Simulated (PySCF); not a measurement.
# 2-Cyanonaphthalene: NMR shifts

Wanted: the NMR shifts of 2-Cyanonaphthalene (`N#Cc1ccc2ccccc2c1`), by calculation.

The runs use PySCF 2.14.0, with density-fitted response routines of our own; the level of theory stands in each step. All values are computed, except where a source is named. Atoms are numbered from 0 throughout.

### 1 The starting structure

19 atoms, charge 0, multiplicity 1; geometry from: GFN2-xTB.

Bonds of the start (Å): N0–C1 1.15, C1–C2 1.41, C2–C3 1.41, C3–C4 1.36, C4–C5 1.41, C5–C6 1.41, C6–C7 1.37, C7–C8 1.40, C8–C9 1.37, C9–C10 1.41, C10–C11 1.41, C11–C2 1.38, C10–C5 1.42, C3–H12 1.08, C4–H13 1.08, C6–H14 1.08, C7–H15 1.08, C8–H16 1.08, C9–H17 1.08, C11–H18 1.08.

### 2 Nuclear shieldings: PBE0/pcSseg-1

The job: settings as JSON, then the geometry in Å.

```
{"job": {"kind": "nmr", "xc": "PBE0", "basis": "pcSseg-1"}, "charge": 0, "multiplicity": 1}
N     -4.518752    -1.485594     0.130408
C     -3.474394    -1.012175     0.124333
C     -2.189889    -0.422425     0.119542
C     -2.065380     0.962363     0.378914
C     -0.832488     1.544787     0.378631
C      0.331104     0.785824     0.122267
C      1.616354     1.364919     0.117572
C      2.724204     0.604086    -0.133638
C      2.598868    -0.770465    -0.392026
C      1.367917    -1.363231    -0.395170
C      0.204828    -0.605467    -0.139523
C     -1.074954    -1.189652    -0.135338
H     -2.957091     1.538996     0.575232
H     -0.728247     2.602086     0.575818
H      1.708538     2.422944     0.316793
H      3.705667     1.055069    -0.135362
H      3.485312    -1.355166    -0.588299
H      1.265289    -2.420333    -0.593922
H     -1.176690    -2.247315    -0.333693
```

With the program's defaults for keys left out, this is: GIAO PBE0/pcSseg-1 NMR shielding, non-relativistic, gas phase.

Predict these results of the whole session: ¹³C shifts against TMS (PBE0/pcSseg-1); ¹H shifts against TMS (PBE0/pcSseg-1); ¹⁵N shifts against NH3 (PBE0/pcSseg-1).

As calculated:

| quantity | value |
| --- | --- |
| ¹³C shifts against TMS (PBE0/pcSseg-1) | 141.9, 138.2, 136.3, 134.8, 134.8, 134.6, 134.5, 134.2, 133.3, 125.0, 114.6 ppm |
| ¹H shifts against TMS (PBE0/pcSseg-1) | 8.55, 8.25, 8.23, 8.22, 8.03, 8.03, 7.99 ppm |
| ¹⁵N shifts against NH3 (PBE0/pcSseg-1) | 316.0 ppm |

At PBE0/pcSseg-1: The widest tensor belongs to N0: span 439 ppm, with a paramagnetic part of -389 ppm. NICS(1)zz of -28 ppm above the planar ring from C2 marks a diatropic (aromatic) ring current. NICS(1)zz of -29 ppm above the planar ring from C5 marks a diatropic (aromatic) ring current.
